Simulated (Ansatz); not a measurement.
# BrH₆HfN₃: up Jacob's ladder to CCSD(T)

An exercise on one series of results from a longer session: the logs are not shown, and one member is left open.

Program: Ansatz 0.2.0, Gaussian basis. Level of theory: functionals in def2-TZVPP, the program's frozen cores in correlated methods. These are calculated values, not measurements.

The runs, in order: LDA (SPW92), PBE-D4, revPBE-D4, BLYP-D4, r2SCAN-D4, B97M-V, PBE0-D4, B3LYP-D4, r2SCANh-D4, r2SCAN0-D4, HSE06-D4, BHLYP-D4, CAM-B3LYP-D4, LC-ωPBE, ωB97X-V, ωB97M-V, B2PLYP, PBE-QIDH; CCSD(T)/def2-SVP; MP2/def2-TZVPP; MP2/def2-QZVPP; RPA on PBE.

### The geometry

All runs share one geometry, relaxed beforehand with PBE0-D4 in a triple-zeta def2 set. Hf takes the def2 core potential; no spin-orbit term is included.

SMILES `[NH2][Hf]([NH2])([NH2])[Br]`, 11 atoms, charge 0, spin multiplicity 1.

Atoms are counted from 1 here; the program's logs count them from 0.

Bond lengths: N1–Hf2 2.025 Å, N1–H6 1.011 Å, N1–H7 1.010 Å, Hf2–N3 2.025 Å, Hf2–N4 2.025 Å, Hf2–Br5 2.549 Å, N3–H8 1.011 Å, N3–H9 1.010 Å, N4–H10 1.011 Å, N4–H11 1.010 Å. Angles: Hf2–N1–H6 124.7°, Hf2–N1–H7 126.2°, H6–N1–H7 108.9°, N1–Hf2–N3 106.8°, N1–Hf2–N4 106.8°, N1–Hf2–Br5 112.1°, N3–Hf2–N4 106.8°, N3–Hf2–Br5 112.0°, N4–Hf2–Br5 112.0°, Hf2–N3–H8 124.7°, Hf2–N3–H9 126.2°, H8–N3–H9 108.9°, Hf2–N4–H10 124.7°, Hf2–N4–H11 126.2°, H10–N4–H11 108.9°.

The first run:

The input, in.yaml:

```yaml
crystal:
  periodic: [false, false, false]
  atoms:
    - {symbol: N, position_ang: [-1.512686, 1.085147, 0.357104]}
    - {symbol: Hf, position_ang: [-0.036704, -0.010757, -0.491000]}
    - {symbol: N, position_ang: [1.716264, 0.795159, 0.122443]}
    - {symbol: N, position_ang: [-0.144273, -1.863022, 0.319092]}
    - {symbol: Br, position_ang: [-0.225309, -0.066137, -3.032824]}
    - {symbol: H, position_ang: [-1.801221, 2.002861, 0.044812]}
    - {symbol: H, position_ang: [-2.125087, 0.785279, 1.101646]}
    - {symbol: H, position_ang: [2.623721, 0.556478, -0.255084]}
    - {symbol: H, position_ang: [1.826508, 1.543553, 0.791051]}
    - {symbol: H, position_ang: [-0.832475, -2.561391, 0.070807]}
    - {symbol: H, position_ang: [0.511261, -2.267181, 0.971952]}
basis:
  gaussian: {orbitals: def2-TZVPP}
hamiltonian: {xc: lda}
output: {orbitals: {seedname: orbitals}}
```

Run with:

```sh
$ ansatz run in.yaml --threads 4 --pin off --events-out ev --progress --plain --max-ram 11315MiB
```

Steps of the session up to this table: LDA; PBE-D4 (GGA); revPBE-D4 (GGA); BLYP-D4 (GGA); r2SCAN-D4 (meta-GGA); B97M-V (meta-GGA); PBE0-D4 (hybrid); B3LYP-D4 (hybrid); r2SCANh-D4 (hybrid); r2SCAN0-D4 (hybrid); HSE06-D4 (hybrid); BHLYP-D4 (hybrid); CAM-B3LYP-D4 (range-separated); LC-ωPBE (range-separated); ωB97X-V (range-separated); ωB97M-V (range-separated); B2PLYP (double hybrid); PBE-QIDH (double hybrid).

One of the session's tables, all rows but one given; the rest of the session is left out.

It belongs to the step «Frontier levels by functional». 

```
  functional  HOMO (eV)  gap (eV)
 LDA (SPW92)      -6.22      4.99
      PBE-D4      -6.02      5.04
   revPBE-D4      -5.94      5.07
     BLYP-D4      -5.89      5.02
   r2SCAN-D4      -6.32      5.58
      B97M-V      -6.36      5.64
     PBE0-D4      -7.40      7.31
    B3LYP-D4      -7.16      6.79
  r2SCANh-D4      -6.84      6.42
  r2SCAN0-D4      -7.62      7.67
    HSE06-D4      -7.00      6.52
    BHLYP-D4      -8.70      9.13
CAM-B3LYP-D4          ?         ?
     LC-ωPBE     -10.30     12.06
     ωB97X-V      -9.90     11.44
     ωB97M-V      -9.81     10.90
```

Q: Estimate the row for CAM-B3LYP-D4 from the others.

**Answer.** HOMO (eV): -8.85; gap (eV): 9.45. In the column «HOMO (eV)» it lies between ωB97M-V (-9.81) and BHLYP-D4 (-8.70).
